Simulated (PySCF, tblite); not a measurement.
# C2H7B2F2P: geometry, infrared bands and NMR shifts

Aim: predict the infrared bands and NMR shifts of C2H7B2F2P (`CB(P)CB(F)F`).

Programs: tblite 0.8.0 and PySCF 2.14.0, with density-fitted response routines of our own. Each step states its level of theory. These are calculated values for one molecule in the gas phase, unless marked as measured. Atoms count from 0, in the outputs and in this text.

### Step 1. The starting structure

14 atoms, charge 0, multiplicity 1; geometry from: force field or distance geometry start.

Bonds of the start (Å): C0–B1 1.60, B1–P2 1.92, B1–C3 1.60, C3–B4 1.59, B4–F5 1.45, B4–F6 1.43, C0–H7 1.11, C0–H8 1.12, C0–H9 1.12, P2–H10 1.46, P2–H11 1.47, C3–H12 1.11, C3–H13 1.09.

### Step 2. Geometry optimisation with GFN2-xTB

Job settings and geometry (Å):

```
{"job": {"kind": "relax", "xc": "GFN2-xTB", "basis": "xTB"}, "charge": 0, "multiplicity": 1}
C     -0.765100    -1.504600     0.508200
B     -0.485600     0.054300     0.290400
P     -1.847100     1.395100     0.513800
C      0.632200     0.388900    -0.802200
B      2.095300     0.114900    -0.245300
F      2.642200    -1.212200    -0.481000
F      2.565000     0.888800     0.866800
H     -0.672400    -2.007500    -0.478200
H      0.034700    -1.911700     1.171300
H     -1.785200    -1.693400     0.919100
H     -1.277600     2.432200     1.360900
H     -2.046500     1.984100    -0.813800
H      0.416300    -0.323400    -1.625200
H      0.493400     1.394200    -1.206900
```

The run is started by

```sh
$ OMP_NUM_THREADS=1 python probes_run.py task.json out
```

The driver reads the jobs from task.json and runs them one after another.

**Question.** This job is followed by: GFN2-xTB harmonic vibrations, gas phase; GIAO PBE0/pcSseg-1 NMR shielding, non-relativistic, gas phase. What will the session give for the following? strongest single infrared mode (GFN2-xTB); zero-point energy (GFN2-xTB); 13C shifts against TMS (PBE0/pcSseg-1); 1H shifts against TMS (PBE0/pcSseg-1, means over atoms taken as alike); 11B shifts against BF3·OEt2 (PBE0/pcSseg-1); 31P shifts against H3PO4 (PBE0/pcSseg-1); 19F shifts against CFCl3 (PBE0/pcSseg-1, means over atoms taken as alike).

The runs gave:

```
                                                                 quantity                  value
                                strongest single infrared mode (GFN2-xTB)  1250 cm⁻¹, 451 km/mol
                                             zero-point energy (GFN2-xTB)          58.7 kcal/mol
                                   13C shifts against TMS (PBE0/pcSseg-1)         29.2, 18.2 ppm
   1H shifts against TMS (PBE0/pcSseg-1, means over atoms taken as alike)   2.54, 2.00, 1.29 ppm
                              11B shifts against BF3·OEt2 (PBE0/pcSseg-1)         95.5, 26.6 ppm
                                 31P shifts against H3PO4 (PBE0/pcSseg-1)             -200.4 ppm
19F shifts against CFCl3 (PBE0/pcSseg-1, means over atoms taken as alike)              -64.0 ppm
```

Over 127 steps the energy fell by 1.616 eV; of the close pairs, B4–F5 changed most, 1.455 to 1.319 Å. No mode is imaginary among the 36: a minimum at this level. The strongest single mode, at 1250 cm⁻¹, moves mainly B4. Unscaled tight-binding wavenumbers are off by several per cent, some by more. Its intensities can rank the bands wrongly. At PBE0/pcSseg-1: The largest span, 301 ppm, is at F5, F6, where the paramagnetic term is -233 ppm.
